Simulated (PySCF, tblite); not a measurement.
# C4H6FN2Si radical: geometry, infrared bands and EPR parameters

What infrared bands and EPR parameters should C4H6FN2Si radical (`N#C[C@@]1(F)C[CH][Si@@H]1N`) show?

The runs use tblite 0.8.0 and PySCF 2.14.0, with density-fitted response routines of our own; the level of theory stands in each step. All values are computed, except where a source is named. Atoms are numbered from 0 throughout.

## Step 1: Starting geometry

14 atoms, charge 0, multiplicity 2; geometry from: force field or distance geometry start.

Bonds of the start (Å): N0–C1 1.15, C1–C2 1.47, C2–F3 1.38, C2–C4 1.49, C4–C5 1.51, C5–Si6 1.83, Si6–N7 1.77, Si6–C2 1.87, C4–H8 1.12, C4–H9 1.12, C5–H10 1.10, Si6–H11 1.46, N7–H12 1.06, N7–H13 1.05.

## Step 2: Relaxing the molecule with GFN2-xTB

The job: settings as JSON, then the geometry in Å.

```
{"job": {"kind": "relax", "xc": "GFN2-xTB", "basis": "xTB"}, "charge": 0, "multiplicity": 2}
N      0.250900     1.320100    -2.762600
C     -0.134200     0.876500    -1.771200
C     -0.590500     0.287100    -0.500900
F     -1.465000     1.093800     0.194900
C     -0.940500    -1.159500    -0.585200
C     -0.366200    -1.484200     0.771700
Si     0.915200    -0.211500     0.496200
N      1.204700     1.029800     1.727600
H     -0.436200    -1.666900    -1.444100
H     -2.040200    -1.368600    -0.645300
H     -1.078600    -1.357700     1.605500
H      2.056600    -0.637700    -0.303400
H      0.493100     1.811400     1.709400
H      2.130200     1.466800     1.485100
```

Started as:

```sh
OMP_NUM_THREADS=1 python probes_run.py task.json out
```

One launch serves the whole session: the jobs run in the order shown.

The program printed:

```text
step      E/eV     max force
  0    -646.69733    3.439
  1    -647.06636    1.115
  2    -647.14362    0.811
  3    -647.18330    2.465
  4    -647.23735    1.170
  5    -647.26863    0.566
  6    -647.30761    0.530
  7    -647.33328    0.646
  8    -647.36198    0.477
  9    -647.38279    0.331
 10    -647.39971    0.338
 11    -647.41422    0.377
 12    -647.43074    0.406
 13    -647.44684    0.331
 14    -647.46579    0.447
 15    -647.49145    0.596
 16    -647.51473    0.576
 17    -647.52946    0.424
 18    -647.53192    0.504
 19    -647.54519    0.224
 20    -647.54955    0.190
 21    -647.55999    0.192
 22    -647.56265    0.148
 23    -647.56593    0.163
 24    -647.57000    0.159
 25    -647.57570    0.211
 26    -647.58234    0.242
 27    -647.59120    0.244
 28    -647.60134    0.321
 29    -647.61146    0.292
 30    -647.62045    0.306
 31    -647.62867    0.250
 32    -647.63587    0.179
 33    -647.64111    0.286
 34    -647.64279    0.278
 35    -647.64782    0.277
 36    -647.65075    0.165
 37    -647.65452    0.376
 38    -647.65741    0.189
 39    -647.66013    0.151
 40    -647.66232    0.156
 41    -647.66377    0.126
 42    -647.66625    0.203
 43    -647.66884    0.128
 44    -647.67164    0.171
 45    -647.67339    0.177
 46    -647.67534    0.179
 47    -647.67696    0.112
 48    -647.67904    0.132
 49    -647.68111    0.171
 50    -647.68303    0.196
 51    -647.68451    0.170
 52    -647.68578    0.128
 53    -647.68694    0.088
 54    -647.68805    0.076
 55    -647.68889    0.062
 56    -647.68935    0.049
 57    -647.68963    0.054
 58    -647.69015    0.054
 59    -647.69062    0.043
 60    -647.69093    0.062
 61    -647.69114    0.080
 62    -647.69139    0.088
 63    -647.69178    0.084
 64    -647.69229    0.068
 65    -647.69276    0.052
 66    -647.69307    0.056
 67    -647.69326    0.056
 68    -647.69343    0.047
 69    -647.69364    0.035
 70    -647.69385    0.039
 71    -647.69405    0.041
 72    -647.69423    0.046
 73    -647.69442    0.047
 74    -647.69463    0.048
 75    -647.69488    0.051
 76    -647.69512    0.043
 77    -647.69532    0.033
 78    -647.69544    0.021
 79    -647.69552    0.022
 80    -647.69560    0.021
 81    -647.69565    0.019
 82    -647.69570    0.014
 83    -647.69574    0.017
 84    -647.69578    0.016
 85    -647.69582    0.015
 86    -647.69584    0.011
 87    -647.69585    0.007
```

Run time: 0.5 s. Hardware: 1 thread of Arm Neoverse V2, shared host.

Step by step: (not every step is listed)

```
step  energy from step 0 (eV)  largest force (eV/Å)
   0                   0.0000                3.4395
   1                  -0.3690                1.1148
   2                  -0.4463                0.8106
   3                  -0.4860                2.4648
   4                  -0.5400                1.1704
   5                  -0.5713                0.5659
   6                  -0.6103                0.5304
   7                  -0.6359                0.6462
   8                  -0.6647                0.4773
  15                  -0.7941                0.5962
  22                  -0.8653                0.1476
  29                  -0.9141                0.2921
  36                  -0.9534                0.1652
  43                  -0.9715                0.1284
  50                  -0.9857                0.1956
  57                  -0.9923                0.0539
  64                  -0.9950                0.0682
  71                  -0.9967                0.0411
  78                  -0.9981                0.0215
  82                  -0.9984                0.0144
  83                  -0.9984                0.0175
  84                  -0.9985                0.0160
  85                  -0.9985                0.0150
  86                  -0.9985                0.0112
  87                  -0.9985                0.0075
```

Distances of close pairs at the start and the end, largest changes first:

```
  bond  before (Å)  after (Å)  change (Å)
C2–Si6       1.873      1.967      +0.093
Si6–N7       1.772      1.712      -0.061
 C2–C4       1.491      1.543      +0.052
 C1–C2       1.473      1.424      -0.049
N7–H12       1.057      1.008      -0.049
N7–H13       1.052      1.005      -0.046
C5–Si6       1.827      1.862      +0.036
C5–H10       1.104      1.078      -0.026
```

The final coordinates are the input of the step that follows.

## Step 3: Harmonic vibrations with GFN2-xTB

The job: settings as JSON, then the geometry in Å.

```
{"job": {"kind": "ir", "xc": "GFN2-xTB", "basis": "xTB"}, "charge": 0, "multiplicity": 2}
N      0.186016     0.669176    -3.191708
C     -0.146208     0.583627    -2.097927
C     -0.472068     0.416668    -0.722007
F     -1.240573     1.489133    -0.270113
C     -1.152720    -0.928481    -0.395391
C     -0.164868    -1.455514     0.582237
Si     1.019230    -0.021329     0.483155
N      1.153643     1.239132     1.633274
H     -1.285596    -1.569029    -1.274604
H     -2.149413    -0.767606     0.030267
H     -0.259988    -2.419851     1.054103
H      2.325635    -0.219019    -0.126099
H      0.340676     1.767247     1.910401
H      1.845557     1.215374     2.362246
```

The program printed:

```text
mode    cm-1     km/mol
  1      61.0      0.12
  2     105.2      0.70
  3     121.9      3.57
  4     171.9      6.54
  5     200.2      3.38
  6     232.3      7.98
  7     300.8     26.57
  8     351.9     65.68
  9     356.1      4.18
 10     413.6    156.45
 11     438.1     54.08
 12     489.1     19.32
 13     545.5     88.10
 14     572.1      4.86
 15     609.5     30.45
 16     651.5     69.66
 17     779.9     81.62
 18     794.2    118.34
 19     808.9     13.07
 20     924.1     14.11
 21     942.9    133.92
 22     986.3     11.70
 23    1027.0     27.36
 24    1078.4     56.39
 25    1178.6     19.08
 26    1195.8      2.61
 27    1254.3      2.59
 28    1411.9     22.71
 29    1487.2     63.79
 30    2324.6    251.01
 31    2377.9    287.39
 32    2893.1     10.17
 33    2927.9     14.88
 34    3079.6     43.38
 35    3463.7     25.79
 36    3517.5      1.27
```

It took 0.39 s on 1 thread of Arm Neoverse V2, shared host.

The strongest bands and the atoms that carry them (share of the mass-weighted mode):

```
cm⁻¹  km/mol                        atoms
 414   156.4  H12 39 %, H13 28 %, N7 17 %
 546    88.1                     H11 76 %
 652    69.7                     H11 78 %
 780    81.6  C5 43 %, H10 15 %, Si6 13 %
 794   118.3  H12 34 %, H13 26 %, N7 15 %
 943   133.9  Si6 34 %, N7 32 %, H10 16 %
2325   251.0                     H11 96 %
2378   287.4             C1 60 %, N0 39 %
```

## Step 4: g tensor and hyperfine couplings: B3LYP/pcH-1

Same as in step 3 but for these lines:

```diff
@@ -1,2 +1,2 @@
-{"job": {"kind": "ir", "xc": "GFN2-xTB", "basis": "xTB"}, "charge": 0, "multiplicity": 2}
+{"job": {"kind": "epr", "basis": "pcH-1"}, "charge": 0, "multiplicity": 2}
 N      0.186016     0.669176    -3.191708
```

With the program's defaults for keys left out, this is: UKS B3LYP, pcH-1 on C F H N Si, non-relativistic, mean-field spin-orbit, GIAO.

The program printed:

```text
UKS, coarse grid
  cycle   1  E = -654.71408335  |g| = 5.51e-01
  cycle   2  E = -654.43059195  |g| = 1.01e+00
  cycle   3  E = -654.81486472  |g| = 2.00e-01
  cycle   4  E = -654.83003079  |g| = 7.19e-02
  cycle   5  E = -654.83198785  |g| = 2.18e-02
  cycle   6  E = -654.83219333  |g| = 5.19e-03
  cycle   7  E = -654.83220891  |g| = 1.89e-03
  cycle   8  E = -654.83221126  |g| = 5.52e-04
UKS, final grid
  cycle   1  E = -654.83227125  |g| = 5.47e-04
  cycle   2  E = -654.83227119  |g| = 7.17e-04
  cycle   3  E = -654.83227139  |g| = 1.71e-04
  cycle   4  E = -654.83227140  |g| = 7.28e-05
  cycle   5  E = -654.83227140  |g| = 4.73e-05
  cycle   6  E = -654.83227140  |g| = 1.04e-05
E = -654.83227140 Eh   <S^2> = 0.7538 (exact 0.7500)
g shifts (ppm)      1          2          3
  rmc          -128       -128       -128
  gc             12         18         15
  oz_so          48        250        908
  total         -68        140        795
hyperfine (MHz)  atom isotope    a_iso     a_fc   dipolar eigenvalues
    0   14N       0.01       0.01     -0.22      0.09      0.13
    1   13C      -2.29      -2.29     -0.55     -0.38      0.93
    2   13C      -1.25      -1.24     -1.35     -0.86      2.22
    3   19F      -6.49      -6.50     -6.28     -1.45      7.73
    4   13C     -32.98     -32.99     -3.09      1.21      1.87
    5   13C      82.00      82.12    -73.42    -72.03    145.45
    6  29Si      41.65      41.70     -3.97     -1.47      5.44
    7   14N       6.55       6.55     -1.37     -1.31      2.68
    8    1H     130.25     130.25     -5.15     -3.42      8.58
    9    1H     138.52     138.52     -5.45     -3.32      8.76
   10    1H     -55.42     -55.43    -34.68     -1.08     35.76
   11    1H      29.29      29.29     -3.55     -1.54      5.09
   12    1H      -1.52      -1.52     -2.99     -1.05      4.04
   13    1H      -0.33      -0.34     -2.45     -1.23      3.68
```

Wall time 91 s (1 thread of Arm Neoverse V2, shared host); peak memory 1 GiB.

Principal g values 2.00225, 2.00246, 2.00311; g(iso) = 2.00261, against 2.00232 for a free electron.

Hyperfine couplings; where a row names several nuclei, a(iso) is their mean (it holds for fast rotation or exchange) and the dipolar term the largest among them:

```
  nuclei  isotope  a(iso) (MHz)  a(iso) (G, at g = 2.0023)  largest dipolar term (MHz)
      H9       1H         138.5                       49.4                         8.8
      H8       1H         130.3                       46.5                         8.6
      C5      13C          82.0                       29.3                       145.4
     H10       1H         -55.4                      -19.8                        35.8
     Si6     29Si          41.6                       14.9                         5.4
      C4      13C         -33.0                      -11.8                        -3.1
     H11       1H          29.3                       10.5                         5.1
      N7      14N           6.6                        2.3                         2.7
      F3      19F          -6.5                       -2.3                         7.7
      C1      13C          -2.3                       -0.8                         0.9
      C2      13C          -1.2                       -0.4                         2.2
H12, H13       1H          -0.9                       -0.3                         4.0
      N0      14N           0.0                        0.0                        -0.2
```

Mulliken spin populations:

N0 0.00; C1 0.00; C2 0.00; F3 0.00; C4 -0.09; C5 0.98; Si6 0.01; N7 0.02; H8 0.05; H9 0.05; H10 -0.04; H11 0.02; H12 0.00; H13 0.00

In first order the couplings over 0.8 MHz of 1H, 14N, 19F give 288 distinct lines over 133.8 G, if the averaged nuclei exchange fast.

Orbitals, density, ELF and potential are computed afterwards from the orbital file.

ELF in a plane through or near 5 of the atoms.

Ten even steps from ' ' (0.00) to '@' (1.00):
```
                                                        
                                                        
              ..::::..                                  
          ..==##%%##++--..                              
          --##%%%%##**++--..                            
          --##%%==--####==..                            
          ::++**##%%==++++..        ::====..            
            ::==##**::**++--==--..::++##**--..          
              ..==++****++##%%==..==####****++--        
                    ..::==##++--**..##**##@@@@%%::      
            ++%%@@%%==::..::::--##..##++**@@@@%%..      
          ::@@@@@@@@********%%%%++--==--::--==..        
          ..%%@@@@%%++%%====::@@##--......              
            ..==--....==**==++**==..                    
                      **@@@@@@##::                      
                    ..##@@@@@@##..                      
                      --%%%%%%--                        
                                                        
                                                        
                                                        
```
The map spans 11.7 Å across and 10.2 Å up, centred on the molecule. Atoms in the plane (x, y in Å): N0 (-2.1, 2.4), C1 (-1.5, 1.6), C5 (-0.2, -1.5), Si6 (0.9, 0.0), H8 (-2.2, -0.8).

On the surface of density 0.002 e/bohr³ the electrostatic potential runs, from the 1st to the 99th percentile, from -1.81 V near N0 to 2.06 V near H13.

The spin density lies nearest to C5 68 %; H10 9 %.

## Step 5: Summary of results

| quantity | value |
| --- | --- |
| strongest single infrared mode (GFN2-xTB) | 2378 cm⁻¹, 287 km/mol |
| zero-point energy (GFN2-xTB) | 57.3 kcal/mol |
| g(iso) (B3LYP) | 2.00261 |
| ⟨S²⟩ | 0.754 (exact 0.75) |
| largest a(iso) (averaged by class) | 1H on H9, 138.5 MHz |
| surface potential, 1st and 99th percentile | -1.81 V and 2.06 V |

What this shows: The optimisation took 87 steps and gained 0.999 eV; among the close pairs (by a distance rule), C2–Si6 changed most, from 1.873 to 1.967 Å. No mode is imaginary among the 36: a minimum at this level. The strongest single mode, at 2378 cm⁻¹, moves mainly C1 and N0. Unscaled tight-binding wavenumbers are off by several per cent, some by more. Its intensities can rank the bands wrongly. Most of the unpaired spin sits on C5 (0.98 e). The isotropic g lies 0.3 ppt above the free-electron value.
